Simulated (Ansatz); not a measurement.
# RbVF3 (Pm-3m): one cell under locks on the spin (series 3), part 2 of 2

Aim: hold or release the moments of RbVF3 (Pm-3m) in several ways at one fixed cell, and compare the energies. Cell and atoms stay fixed.

Ansatz 0.2.0; DFT PBEsol+U (U = 4 eV, J = 0.9 eV on V d), plane waves, PAW. The steps go on from the part before.

**3. Total moment locked, 2.25 μB per cell**

input.yaml reads:

```yaml
crystal:
  lattice:
    - [4.18199968, 0.0, 0.0]
    - [0.0, 4.18199968, 0.0]
    - [0.0, 0.0, 4.18199968]
  atoms:
    - { symbol: Rb, position: [0.0, 0.0, 0.0] }
    - { symbol: V, position: [0.5, 0.5, 0.5], spin: 2.25 }
    - { symbol: F, position: [0.5, 0.5, 0.0] }
    - { symbol: F, position: [0.0, 0.5, 0.5] }
    - { symbol: F, position: [0.5, 0.0, 0.5] }
basis:
  ecutwfc: 420
  ecutrho_ratio: 4
kpoints:
  mp_grid: { grid: [5, 5, 5] }
hamiltonian:
  xc: pbesol
  hubbard:
    sites:
      - { site: 1, l: d, u: 4.0, j: 0.9, starting_ns: [{ spin: up, occupation_matrix: s1up }, { spin: down, occupation_matrix: s1down }] }
    occupation_matrices:
      s1up:
        matrix:
          - [0.02, 0.0, 0.0, 0.0, 0.0]
          - [0.0, 0.97, 0.0, 0.0, 0.0]
          - [0.0, 0.0, 0.97, 0.0, 0.0]
          - [0.0, 0.0, 0.0, 0.02, 0.0]
          - [0.0, 0.0, 0.0, 0.0, 0.97]
      s1down:
        matrix:
          - [0.02, 0.0, 0.0, 0.0, 0.0]
          - [0.0, 0.02, 0.0, 0.0, 0.0]
          - [0.0, 0.0, 0.02, 0.0, 0.0]
          - [0.0, 0.0, 0.0, 0.02, 0.0]
          - [0.0, 0.0, 0.0, 0.0, 0.02]
    ns_hold: { iters: 8 }
scf:
  occupations: { method: gaussian, width: 0.05 }
  lower_state_search: "off"
  max_iter: 150
output:
  forces: true
  stress: true
  eigenvalues: true
  populations: true
  hubbard: { sites: [{ site: 1, l: d }] }
magnetization:
  spin_polarized: true
  initial_magnetization: 2.25
  spin_locking: { lock_magnetization: hard }
```

The typed matrices put 0.97 on the chosen orbitals and 0.02 on the others, and are held for 8 cycles. The lock stays on to the end, so the result is a constrained state.

Command:

```sh
$ ansatz run input.yaml --threads 4 --pin off --max-ram 6144MiB --backend cpu --events-out ev --progress --plain --runs-dir out
```

The program printed:

```text
Warning: output.stress: scf.convergence.dr2_threshold = 1e-7 eV (the SCF's general default) is looser than the 5e-10 eV advised for a printed stress (1e-10 eV for each atom of the cell: 5). What an SCF threshold leaves in a stress goes as its square root, and in the free energy as the threshold itself, and one threshold admits the most on a small cell: of the crystals measured, under no hybrid functional and no lock of the moments, on runs that ended without the residual-converged pass, on stresses that held no estimate of that error, the worst erred by over 100 MPa in a component at 1e-7 eV an atom and by under 5 at 1e-10. Set scf.convergence.dr2_threshold to 5e-10 eV or tighter. The threshold is an SCF's pass mark: one that does not reach it within its budget of iterations ends unconverged, or closes short of it on a stop that the run arms, and scf.convergence.dr2_threshold's page says what that costs each kind of run
Warning: RAYON_NUM_THREADS=4 ignored (pool sized by the plan → 4); use --threads N
Rb: projections on atomic orbitals take those of the free atom [Ar 3d10] 4s2 4p6 5s1, of charge +0.00 (hamiltonian.pseudopotentials.projection_atoms); the dataset's partial waves leave at most 2.5e-6 of an orbital's norm unspanned inside its sphere
V: projections on atomic orbitals take those of the free atom [Ne] 3s2 3p6 3d3 4s2, of charge +0.00 (hamiltonian.pseudopotentials.projection_atoms); the dataset's partial waves leave at most 5.8e-7 of an orbital's norm unspanned inside its sphere
F: projections on atomic orbitals take those of the free atom [He] 2s2 2p5, of charge +0.00 (hamiltonian.pseudopotentials.projection_atoms); the dataset's partial waves leave at most 1.6e-8 of an orbital's norm unspanned inside its sphere
Engine: ansatz 0.2.0, aarch64-unknown-linux-gnu
Pseudopotentials: kind: paw
Pseudopotential: Rb, paw, valence charge 9, recommended cutoff 420 eV (normal), Rb.paw.azcp
Pseudopotential: V, paw, valence charge 13, recommended cutoff 420 eV (normal), V.paw.azcp
Pseudopotential: F, paw, valence charge 7, recommended cutoff 420 eV (normal), F.paw.azcp
Functional definition: PBEsol
  exchange = pbesol_x
  correlation = pbesol_c
Crystal: 5 atoms, lattice volume = 73.139 Å³
Basis set: ecut = 420 eV, 1365 PW (Γ), exchange–correlation on 60×60×60 points (8 copies of the dense FFT grid, shifted against one another)
Bands: 28, of which v1, the nominal top of the filled ones, is band 22 counted from 1 (21 counted from 0)
Symmetry: 48 space group operations
Space group: Pm-3m (ITA 221), of the structure as read, at distance tolerance 4.2e-5 Å
Magnetic group: BNS 221.92 (UNI 1594), of the structure as read, at distance tolerance 4.2e-5 Å
k-points: 10 of 125
Non-local potential: Rb, projectors of the file, l = 0: 3, l = 1: 2, l = 2: 2
Non-local potential: V, projectors of the file, l = 0: 3, l = 1: 2, l = 2: 3, l = 3: 1
Non-local potential: F, projectors of the file, l = 0: 2, l = 1: 2, l = 2: 1
PAW form: soft (Blöchl's): semilocal exchange-correlation on the pseudo side does not see the compensation charge
PAW frozen core: Rb, regenerated for the run's functional, and the local potential with it (the file was generated under x = pbe(κ = 0.804, μ = 0.2195149727645171), c = pbe(β = 0.06672455060314922))
PAW frozen core: V, regenerated for the run's functional, and the local potential with it (the file was generated under x = pbe(κ = 0.804, μ = 0.2195149727645171), c = pbe(β = 0.06672455060314922))
PAW frozen core: F, regenerated for the run's functional, and the local potential with it (the file was generated under x = pbe(κ = 0.804, μ = 0.2195149727645171), c = pbe(β = 0.06672455060314922))
PAW one-centre angular grid: Rb, 110 points (default); XC on 64 Gauss nodes
PAW one-centre angular grid: V, 590 points (default); XC on 64 Gauss nodes
PAW one-centre angular grid: F, 110 points (default); XC on 64 Gauss nodes
Initial density: superposition of atomic densities (chi_scale 0.1, normalization cell, long waves kept (reshape's long-wave potential 0.00 eV rms))
Starting moments: Σ|m| = 2.25 μB on 1 of 5 sites
Initial wavefunctions: pseudopotential atomic-orbital guess
Functional: x = pbesol(κ = 0.804, μ = 0.12345679012345678), c = pbesol(β = 0.046)
SCF iter   1: F=—  HF=-8514.900164 eV  |F-HF|=—  |Δ(HF+E_count)|=         —  Δρ=1.52e-1 (↑1.52e-1 ↓1.30e-1)  dr2=5.53e1  dr2_m=3.11e-1  M=2.250 μB ∫|m|=2.531 μB  β_m=0.30  ethr=3.10e-3  ⟨swp⟩=6.1  Hψ=2360  notcnv=0
preconditioner: auto → Kerker (q_TF=auto, 2.497 Å⁻¹)  [metal: Δε(μ)=0.022 eV  Ē_g=11.542 eV  σ=0.050 eV  W_gap=0.24  n_scr=18 (ndim 8)  ℏωp=24.9 eV  f_vac=0.000  D(μ)=9.41/eV (n_scr^D=146)]
spin=Collinear: Kerker preconditioning applied to the charge; magnetization (m = ρ↑ − ρ↓) channel mixes plain (no charge-response kernel on spin).
SCF iter   2: F=—  HF=-8506.480534 eV  |F-HF|=—  |Δ(HF+E_count)|=    8.42e0  Δρ=3.47e-2 (↑3.47e-2 ↓2.71e-2)  dr2=2.54e0  dr2_m=1.91e-1  M=2.250 μB ∫|m|=2.329 μB  β_m=0.32  ethr=3.10e-3  ⟨swp⟩=3.6  Hψ=1404  notcnv=0  defer=26
SCF iter   3: F=—  HF=-8506.229430 eV  |F-HF|=—  |Δ(HF+E_count)|=   2.51e-1  Δρ=2.37e-2 (↑2.37e-2 ↓1.71e-2)  dr2=1.07e0  dr2_m=1.06e-1  M=2.250 μB ∫|m|=2.368 μB  β_m=0.65  ethr=3.10e-3  ⟨swp⟩=2.4  Hψ=802  notcnv=0  defer=26
SCF iter   4: F=—  HF=-8506.102687 eV  |F-HF|=—  |Δ(HF+E_count)|=   1.27e-1  Δρ=8.43e-3 (↑8.43e-3 ↓6.25e-3)  dr2=1.61e-1  dr2_m=2.55e-3  M=2.250 μB ∫|m|=2.442 μB  β_m=0.74  ethr=2.48e-3  ⟨swp⟩=3.2  Hψ=1224  notcnv=0  defer=28
SCF iter   5: F=—  HF=-8506.084339 eV  |F-HF|=—  |Δ(HF+E_count)|=   1.83e-2  Δρ=3.71e-3 (↑3.71e-3 ↓3.08e-3)  dr2=3.37e-2  dr2_m=6.11e-4  M=2.250 μB ∫|m|=2.417 μB  β_m=0.82  ethr=3.74e-4  ⟨swp⟩=2.7  Hψ=859  notcnv=0  defer=27
SCF iter   6: F=—  HF=-8506.081015 eV  |F-HF|=—  |Δ(HF+E_count)|=   3.32e-3  Δρ=1.95e-3 (↑9.25e-4 ↓1.95e-3)  dr2=3.95e-3  dr2_m=4.11e-4  M=2.250 μB ∫|m|=2.396 μB  β_m=0.91  ethr=7.84e-5  ⟨swp⟩=2.4  Hψ=912  notcnv=0  defer=27
SCF iter   7: F=—  HF=-8506.081864 eV  |F-HF|=—  |Δ(HF+E_count)|=   8.49e-4  Δρ=6.10e-4 (↑6.10e-4 ↓5.57e-4)  dr2=8.99e-4  dr2_m=2.60e-6  M=2.250 μB ∫|m|=2.391 μB  β_m=0.92  ethr=9.19e-6  ⟨swp⟩=2.1  Hψ=877  notcnv=0  defer=27
SCF iter   8: F=—  HF=-8506.081719 eV  |F-HF|=—  |Δ(HF+E_count)|=   1.44e-4  Δρ=1.99e-4 (↑1.99e-4 ↓1.39e-4)  dr2=4.05e-5  dr2_m=9.80e-6  M=2.250 μB ∫|m|=2.392 μB  β_m=0.96  ethr=2.09e-6  ⟨swp⟩=2.0  Hψ=910  notcnv=0  defer=27
SCF iter   9: F=—  HF=-8506.081719 eV  |F-HF|=—  |Δ(HF+E_count)|=   7.32e-7  Δρ=7.54e-5 (↑7.54e-5 ↓3.55e-5)  dr2=9.06e-6  dr2_m=3.79e-7  M=2.250 μB ∫|m|=2.392 μB  β_m=0.96  ethr=9.43e-8  ⟨swp⟩=2.1  Hψ=799  notcnv=0  defer=27
Mixer restart at iter 9: flushing history
SCF iter  10: F=—  HF=-8506.082029 eV  |F-HF|=—  |Δ(HF+E_count)|=         —  Δρ=7.53e-5 (↑2.94e-5 ↓7.53e-5)  dr2=6.22e-6  dr2_m=7.78e-7  M=2.250 μB ∫|m|=2.393 μB  β_m=0.96  ethr=2.11e-8  ⟨swp⟩=2.0  Hψ=949  notcnv=0  defer=27
SCF iter  11: F=—  HF=-8506.298046 eV  |F-HF|=—  |Δ(HF+E_count)|=   2.16e-1  Δρ=5.02e-3 (↑3.99e-4 ↓5.02e-3)  dr2=2.49e-2  dr2_m=3.94e-3  M=2.250 μB ∫|m|=2.350 μB  β_m=0.81  ethr=1.45e-8  ⟨swp⟩=4.0  Hψ=1349  notcnv=0  defer=27
SCF iter  12: F=—  HF=-8506.299833 eV  |F-HF|=—  |Δ(HF+E_count)|=   1.79e-3  Δρ=2.38e-3 (↑2.38e-3 ↓1.17e-3)  dr2=4.02e-3  dr2_m=8.94e-4  M=2.250 μB ∫|m|=2.348 μB  β_m=0.90  ethr=1.45e-8  ⟨swp⟩=4.0  Hψ=1828  notcnv=0  defer=29
SCF iter  13: F=—  HF=-8506.299284 eV  |F-HF|=—  |Δ(HF+E_count)|=   5.49e-4  Δρ=1.36e-3 (↑7.16e-4 ↓1.36e-3)  dr2=3.68e-3  dr2_m=1.02e-4  M=2.250 μB ∫|m|=2.343 μB  β_m=0.87  ethr=1.45e-8  ⟨swp⟩=3.6  Hψ=1577  notcnv=0  defer=29
SCF iter  14: F=—  HF=-8506.298472 eV  |F-HF|=—  |Δ(HF+E_count)|=   8.12e-4  Δρ=3.50e-4 (↑2.69e-4 ↓3.50e-4)  dr2=3.36e-4  dr2_m=7.91e-6  M=2.250 μB ∫|m|=2.345 μB  β_m=0.94  ethr=1.45e-8  ⟨swp⟩=3.3  Hψ=1471  notcnv=0  defer=29
SCF iter  15: F=—  HF=-8506.298442 eV  |F-HF|=—  |Δ(HF+E_count)|=   2.99e-5  Δρ=2.19e-4 (↑2.01e-4 ↓2.19e-4)  dr2=9.05e-5  dr2_m=9.39e-7  M=2.250 μB ∫|m|=2.346 μB  β_m=0.88  ethr=1.45e-8  ⟨swp⟩=3.0  Hψ=1128  notcnv=0  defer=29
SCF iter  16: F=—  HF=-8506.298424 eV  |F-HF|=—  |Δ(HF+E_count)|=   1.82e-5  Δρ=8.29e-5 (↑5.58e-5 ↓8.29e-5)  dr2=1.79e-5  dr2_m=2.95e-7  M=2.250 μB ∫|m|=2.346 μB  β_m=0.94  ethr=1.45e-8  ⟨swp⟩=2.3  Hψ=982  notcnv=0  defer=29
SCF iter  17: F=—  HF=-8506.298422 eV  |F-HF|=—  |Δ(HF+E_count)|=   1.95e-6  Δρ=2.06e-5 (↑7.79e-6 ↓2.06e-5)  dr2=5.04e-7  dr2_m=6.34e-8  M=2.250 μB ∫|m|=2.346 μB  β_m=0.97  ethr=1.45e-8  ⟨swp⟩=2.0  Hψ=945  notcnv=0  defer=29
SCF iter  18: F=-8506.298422 eV  HF=-8506.298422 eV  |F-HF|=3.76e-8  |Δ(HF+E_count)|=   1.69e-7  Δρ=5.60e-6 (↑3.90e-6 ↓5.60e-6)  dr2=7.65e-8  dr2_m=9.15e-10  M=2.250 μB ∫|m|=2.346 μB  ethr=2.33e-10  ⟨swp⟩=9.2  Hψ=2620  notcnv=0
SCF 1 converged in 18 iterations: F = -8506.298422 eV  dr2 = 7.65e-8
SCF converged after 18 iterations
Stability checked in part: among states of this total moment the steps that led to this state did not find it unstable. No probe was made; neither looks for a lower state of another moment (fixed_total_moment; see scf.lower_state_search)
Magnetization: 2.2500 μB (22.6250 up, 20.3750 down)
Absolute magnetization: 2.3789 μB (∫|ρ↑−ρ↓|, with the PAW one-centre terms)
Spin contamination: 0.3888 ħ² per cell (⟨S²⟩ above its minimum at these occupations)
Per-site moments (μB) at R_I (Å): [(-0.00031668693735591397, 1.2198121372172883), (1.6769174789837522, 0.8625374339999999), (0.013054374085546295, 0.8625374339999999), (0.013054374085546836, 0.8625374339999999), (0.01305437408554634, 0.8625374339999999)]
Free energy (F): -8506.298422 eV
Harris-Foulkes:  -8506.298422 eV  (|F-HF|=3.76e-8)
Internal energy: -8506.290335 eV  (E = F + TS)
E sigma→0 (E₀):  -8506.294379 eV
Entropy (-TS):   -0.008087 eV (-1.617 meV/atom)
Fermi energy:    9.521189 (↑ 7.822297, ↓ 11.220082) eV
--- Per-component energies (eV) ---
  E_band       = -368.675487
  E_kinetic    = 1146.608170
  E_local      = -3677.737211  (includes V_loc(G=0)·N_el)
  E_nonlocal   = 359.636040
  E_hartree    = 1423.958002
  E_xc         = -493.054986
  E_vxc        = -603.274400  (∫ρ·V_xc dr)
  E_hubbard    = 0.997141  (on-site DFT+U / exact-exchange correction)
  E_vhub       = -3.454335  (the Hubbard potential's part of the band-sum identity)
  E_paw        = -4240.675956  (= ΣΔE_a)
  E_vpaw       = -438.388933  (= ΣTr[D̂ρ^β])
  E_aug_tail   = 0.006160  (compensation charges beyond the density's cutoff)
  E_ewald      = -3026.428373
  E_core_change = 0.400678  (= ΣΔE_core)
  E_smearing   = -0.008087  (= −TS)
  E_closure    = 0.000000  (closes the sum)
  Σ components = -8506.298422   (vs F -8506.298422, Δ=0.00e0)
--- DFT+U+J on-site energies (Liechtenstein; fll double counting; per corrected site; eV) ---
  site 1 (l=d): U=4.0000  J=0.9000  Tr N=3.5152  E_int=16.357831  E_dc=15.360690  E_U=0.997141
--- Specified on-site occupations, and those of the state reported ---
  electrons in the specified blocks: 3.0500 specified, 3.5152 found
  site 1 (l=d) ↓: largest change of an orbital's occupation 0.2487; electrons 0.1000 specified, 0.6403 found; spectral distance 0.3526
  site 1 (l=d) ↑: largest change of an orbital's occupation 0.0791; electrons 2.9500 specified, 2.8749 found; spectral distance 0.1750
--- Forces (eV/Å), atoms counted from 1 ---
  atom   1  Rb    -0.00000000     0.00000000    -0.00000000
  atom   2  V      0.00000000     0.00000000    -0.00000000
  atom   3  F      0.00000000    -0.00000000     0.00000000
  atom   4  F      0.00000000     0.00000000    -0.00000000
  atom   5  F      0.00000000    -0.00000000    -0.00000000
  max |Σ_I F_I| component: 2.88e-29 eV/Å
--- Stress (GPa, compression-positive) ---
        0.485061      -0.000000       0.000000
        0.000000       0.485061       0.000000
        0.000000       0.000000       0.485061
  P = ⅓ Tr σ = 0.4851 GPa (4.851 kbar)
--- Band table (eV; the first three rows and the last of 20) ---
  k-point 0 ↑: bands = ["-55.7832", "-29.8159", "-29.8159", "-29.8159", "-18.6305", "-16.1871", "-15.8186", "-15.8186", "-2.7623", "-2.7623", "-2.7623", "1.6377", "1.6377", "1.6377", "2.8317", "2.8317", "2.8317", "3.1336", "3.1336", "3.1336", "6.6104", "6.6104", "6.6104", "10.3105", "11.6088", "11.6088", "13.1674", "13.1674"]
  k-point 1 ↑: bands = ["-55.7831", "-29.8246", "-29.8157", "-29.8157", "-18.6063", "-16.1695", "-15.8239", "-15.8175", "-2.7641", "-2.7289", "-2.7289", "1.4410", "1.6307", "1.6307", "2.6740", "2.6740", "2.7588", "2.7786", "3.0311", "3.0311", "6.6292", "6.9157", "6.9157", "10.9435", "11.6258", "11.9948", "13.4691", "13.6578"]
  k-point 2 ↑: bands = ["-55.7827", "-29.8390", "-29.8154", "-29.8154", "-18.5660", "-16.1528", "-15.8237", "-15.8156", "-2.7651", "-2.6728", "-2.6728", "1.1320", "1.6123", "1.6123", "2.2964", "2.4346", "2.4346", "2.6463", "2.9031", "2.9031", "6.6598", "7.3729", "7.3729", "11.6474", "11.9294", "12.7626", "14.0100", "14.3426"]
  k-point 9 ↓: bands = ["-53.8259", "-27.9125", "-27.9125", "-27.9125", "-18.5066", "-15.8480", "-15.8075", "-15.8075", "-3.0337", "-3.0337", "-2.9722", "0.5165", "1.4526", "1.4526", "2.1799", "2.3244", "2.3244", "3.2911", "3.2911", "3.3363", "12.6858", "12.6858", "13.0289", "13.1678", "13.1678", "13.9117", "14.0661", "14.0661"]
Occupation matrices written to <dir>
--- Löwdin populations: 5 sites ---
  site symbol       q [e]    m [muB]
     0     Rb      8.1719    -0.0201
     1      V     11.8346     2.2376
     2      F      7.6137     0.0069
     3      F      7.6137     0.0069
     4      F      7.6137     0.0069
  spilling = 0.003539 (of n_electrons = 43.000000)
--- Occupation matrices: 1 shell (run DFT+U table (all-electron-ortho-atomic); ε = 5.53e-3) ---
  V1 d_3D: site group Oh (m-3m)
  V1 d_3D up     Tr n = 2.8749  λ = 0.099 0.099 0.892 0.892 0.892  [2× z2 0.50 (Eg 1.00) Eg(1.00) | 3× xz 0.33 (T2g 1.00) T2g(1.00)]
  V1 d_3D dn     Tr n = 0.6403  λ = 0.034 0.034 0.034 0.269 0.269  [3× xz 0.33 (T2g 1.00) T2g(1.00) | 2× z2 0.50 (Eg 1.00) Eg(1.00)]
  specified occupation → V1 d_3D up: matrix, ‖Δ‖_F = 0.1750, Tr Δ = +0.0751, displaced = 0.1957, d_λ = 0.1750; orbital distance = 0.0000
  specified occupation → V1 d_3D dn: matrix, ‖Δ‖_F = 0.3526, Tr Δ = -0.5403, displaced = 0.2701, d_λ = 0.3526; orbital distance = 0.0000
  Tr n, λ and their labels are of the run-group-symmetrised matrices; stabiliser: 48 of 96 elements of G0×{1,Θ} (closed), max defect 1.8e-15 at τ = 1.2e-3
```

Run time: 2.3 s. Hardware: 4 threads of Arm Neoverse V1, shared host; peak memory 0.39 GiB.

End state: no gap, pressure 0.5 GPa, moments in spheres V 1.68 μB, largest force component 0.00 eV/Å, 48 symmetry operations imposed.

How the shells are filled (orbitals counted by the eigenvalues of the occupation matrices):

```
        shell  channel  electrons  over 0.8  0.2 to 0.8  under 0.2
V 3d (atom 2)       up       2.88         3           0          2
V 3d (atom 2)     down       0.64         0           2          3
```

**4. No spin polarisation**

input.yaml reads:

```yaml
crystal:
  lattice:
    - [4.18199968, 0.0, 0.0]
    - [0.0, 4.18199968, 0.0]
    - [0.0, 0.0, 4.18199968]
  atoms:
    - { symbol: Rb, position: [0.0, 0.0, 0.0] }
    - { symbol: V, position: [0.5, 0.5, 0.5] }
    - { symbol: F, position: [0.5, 0.5, 0.0] }
    - { symbol: F, position: [0.0, 0.5, 0.5] }
    - { symbol: F, position: [0.5, 0.0, 0.5] }
basis:
  ecutwfc: 420
  ecutrho_ratio: 4
kpoints:
  mp_grid: { grid: [5, 5, 5] }
hamiltonian:
  xc: pbesol
  hubbard: { sites: [{ site: 1, l: d, u: 4.0, j: 0.9 }] }
scf:
  occupations: { method: gaussian, width: 0.05 }
  lower_state_search: "off"
  max_iter: 150
output:
  forces: true
  stress: true
  eigenvalues: true
  populations: true
  hubbard: { sites: [{ site: 1, l: d }] }
```

Command:

```sh
$ ansatz run input.yaml --threads 4 --pin off --max-ram 6144MiB --backend cpu --events-out ev --progress --plain --runs-dir out
```

The program printed (excerpt; [...] marks lines left out):

```text
Warning: RAYON_NUM_THREADS=4 ignored (pool sized by the plan → 4); use --threads N
Rb: projections on atomic orbitals take those of the free atom [Ar 3d10] 4s2 4p6 5s1, of charge +0.00 (hamiltonian.pseudopotentials.projection_atoms); the dataset's partial waves leave at most 2.5e-6 of an orbital's norm unspanned inside its sphere
V: projections on atomic orbitals take those of the free atom [Ne] 3s2 3p6 3d3 4s2, of charge +0.00 (hamiltonian.pseudopotentials.projection_atoms); the dataset's partial waves leave at most 5.8e-7 of an orbital's norm unspanned inside its sphere
F: projections on atomic orbitals take those of the free atom [He] 2s2 2p5, of charge +0.00 (hamiltonian.pseudopotentials.projection_atoms); the dataset's partial waves leave at most 1.6e-8 of an orbital's norm unspanned inside its sphere
[...]
[... 1 set-up line as earlier in the session ...]
[...]
  atom   5  F      0.00000000    -0.00000000    -0.00000000
[...]
--- Stress (GPa, compression-positive) ---
       -4.399939       0.000000       0.000000
        0.000000      -4.399939       0.000000
        0.000000       0.000000      -4.399939
  P = ⅓ Tr σ = -4.3999 GPa (-43.999 kbar)
--- Band table (eV; the first three rows and the last of 10) ---
[... band rows left out ...]
[...]
Occupation matrices written to <dir>
--- Löwdin populations: 5 sites ---
  site symbol       q [e]
     0     Rb      8.1431
     1      V     11.9420
     2      F      7.5863
     3      F      7.5863
     4      F      7.5863
  spilling = 0.003626 (of n_electrons = 43.000000)
--- Occupation matrices: 1 shell (run DFT+U table (all-electron-ortho-atomic); ε = 7.87e-4) ---
  V1 d_3D: site group Oh (m-3m)
  V1 d_3D -      Tr n = 1.8160  λ = 0.103 0.103 0.537 0.537 0.537  [2× z2 0.50 (Eg 1.00) Eg(1.00) | 3× xz 0.33 (T2g 1.00) T2g(1.00)]
  Tr n, λ and their labels are of the run-group-symmetrised matrices; stabiliser: 96 of 96 elements of G0×{1,Θ} (closed), max defect 1.6e-15 at τ = 1.7e-4
```

Run time: 1.3 s. Hardware: 4 threads of Arm Neoverse V1, shared host; peak memory 0.37 GiB.

Result: no gap, pressure -4.4 GPa, no moment over 0.05 μB in any sphere, largest force component 0.00 eV/Å, 48 symmetry operations imposed.

How the shells are filled (orbitals counted by the eigenvalues of the occupation matrices):

```
        shell    channel  electrons  over 0.8  0.2 to 0.8  under 0.2
V 3d (atom 2)  each spin       1.82         0           3          2
```

**5. Results**

The summary covers parts 1 to 2.

Energies count from the lowest free state and have the smearing extrapolated to zero.

| start | energy (meV/atom) | gap (eV) | pressure (GPa) | largest moment (μB) | SCF cycles | time |
| --- | --- | --- | --- | --- | --- | --- |
| ferromagnetic start, free, natural orbitals of the symmetric run filled by rank (earlier series) | 0.0 | 2.84 | 0.3 | 2.24 | 19 | 3.3 s |
| ferromagnetic start, free, default search | 0.0 | 2.84 | 0.3 | 2.24 | 13 | 2.3 s |
| total moment locked, 2.25 μB per cell [held] | 290.4 | metal | 0.5 | 1.68 | 18 | 2.3 s |
| no spin polarisation | 792.4 | metal | -4.4 | 0.00 | 11 | 1.3 s |

The 2 free runs end within about 1 meV/atom of each other. The run with the program's default settings reaches the lowest one found. Without spin polarisation the energy is 792 meV/atom higher. The cheapest of the held states, «total moment locked, 2.25 μB per cell», lies +290 meV/atom from the lowest free state; part of that can come from another filling of the orbitals. The lowest state found need not be the ground state, and the geometry wasn't relaxed for any of them.
